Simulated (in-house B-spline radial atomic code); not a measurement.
# Te⁵⁺: ionisation energy by several methods

One table from this session's results is given with a row withheld; the runs are named, their logs left out.

Method: non-relativistic, several functionals, spin-polarised; spherical all-electron atom at the radial basis limit. Code: in-house B-spline radial atomic code version 1.

**The system**

| Property | Result |
| --- | --- |
| element | tellurium (Z = 52) |
| charge | +5 |
| electrons | 47 |
| configuration | [Kr] 4d10 5s1 |
| nucleus | point |

Outer shells as boxes (Hund's rule):

[Kr] 4d10 5s1
```
[Kr] core
4d [↑↓][↑↓][↑↓][↑↓][↑↓]
5s [↑ ]
```

Where spins are not typed, each open shell is filled with up spins first.

Set-up of the first run:

Input settings:

```ini
Z = 52
electrons = 47.0
configuration = [Kr] 4d10 5s1
hamiltonian = nr
method = hf,
spin_polarised = True
```

Steps of the session up to this table: fractional-occupation HF; B97-1, a global hybrid; PBE0, a global hybrid; exchange-only LDA; AM05, a GGA; BP86, a GGA.

One of the session's tables, all rows but one given; the rest of the session is left out.

| method | ΔSCF (eV) |
| --- | --- |
| exchange-only LDA | 68.187 |
| AM05 | 68.825 |
| BP86 | 68.880 |
| B97-1 | ? |
| PBE0 | 68.535 |
| fractional-occupation HF | 66.681 |

**Question.** Estimate the row for B97-1.

The run gave: ΔSCF (eV): 68.268. In the column «ΔSCF (eV)» it lies between exchange-only LDA (68.187) and PBE0 (68.535).

To keep in mind: These runs leave out relativity, which matters at this nuclear charge.
